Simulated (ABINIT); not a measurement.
Input of an ABINIT 10.8.3 (patched build) run:

run.abi

```
# Pseudopotentials
pp_dirpath "./"
pseudos "Si.upf, F.upf"

# Structure
acell 3.0286 3.0286 3.0286 Angstrom
rprim
     1.0000000000     0.0000000000     0.0000000000
     0.0000000000     1.0000000000     0.0000000000
     0.0000000000     0.0000000000     1.0000000000
ntypat 2
znucl 14 9
natom 2
typat 1 2
chkprim 0
chksymtnons 0
tolsym 1.0e-6
xred
            1/2            1/2            1/2
            0.0            0.0            0.0

# Plane-wave basis
ecut 1142.878222 eV
ecutsm 0.5

# k points
kptopt 1
ngkpt 7 7 7
nshiftk 1
shiftk 0.0 0.0 0.0

# Exchange and correlation
ixc 11
vdw_xc 7

# Bands and occupations
nband 10
occopt 3
tsmear 0.00183747

# SCF cycle
nstep 80
tolvrs 1.0e-12

# Output
iomode 3
prteig 0
prtebands 0
prtwf 0
prtden 0

# Relaxation
ionmov 2
optcell 2
ntime 50
tolmxf 2.0e-5
dilatmx 1.08
```

Potentials or basis: PseudoDojo NC SR PBE v0.4.1 standard.

Run with:

```console
$ abinit run.abi > log 2>&1
```

(1) What does it give for the relaxed cell?

(2) Predict the space group after relaxing (to 0.05 Å).

(3) What does it give for the relaxed volume?

(4) What does it give for the band gap on the k mesh?

Answers

(1) a = 3.006 Å, b = 3.006 Å, c = 3.006 Å, α = 90.00°, β = 90.00°, γ = 90.00°.

(2) Pm-3m (No. 221).

(3) 13.57 Å³/atom.

(4) none (metal or under the smearing width).

Caveat: an odd number of electrons without spin polarisation forces a metal; a magnetic or distorted state may lie lower; pairwise dispersion overbinds metals, which lowers pressure and volume.
